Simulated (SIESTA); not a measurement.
Crystal: GaGe.

```xyz
2
Lattice="0.0000 2.8978 2.8978 2.8978 0.0000 2.8978 2.8978 2.8978 0.0000" Properties=species:S:1:pos:R:3 pbc="T T T"
Ge    0.0000    0.0000    0.0000
Ga    1.4489    1.4489    1.4489
```

The cell comes from a database or a generator and needn't be the stable form of this composition.

Program: SIESTA 5.4.2. Alike in all runs: no spin polarisation; cell as given; k mesh 8 × 8 × 8; smearing fermi-dirac 0.05 eV; grid cutoff 800 Ry.

**Question.** Order these runs on this cell by their pressure, lowest first.
A. level PBE; potentials or basis PseudoDojo 0.4 standard (PBE files), DZP (energy shift 0.002 Ry; radii capped at 9.5 bohr); energy shift 0.002 Ry
B. level PBEsol; potentials or basis PseudoDojo 0.4 standard (PBEsol files), DZP (energy shift 0.003 Ry; two zetas on semicore shells); broadening (eV) 0.3 eV; window to (eV) 40 eV; polarisation polarized; direction 0.0 0.0 1.0; optical mesh offset true; energy shift 0.003 Ry
C. level LDA; potentials or basis PseudoDojo 0.4 standard (LDA files), DZP (energy shift 0.003 Ry; two zetas on semicore shells); energy shift 0.003 Ry

**Answer.** C (-3.6 GPa), B (-1.7 GPa), A (2.0 GPa).

Caveats: the basis of atomic orbitals isn't converged, which shifts pressures, moduli and gaps; semicore shells carry a single zeta, which can move pressures by several GPa and volumes by a few percent (some runs); the basis holds too few empty states to meet the f-sum rule, so the spectrum is short of weight at high energy (some runs).

Not every run made on this cell is shown here.
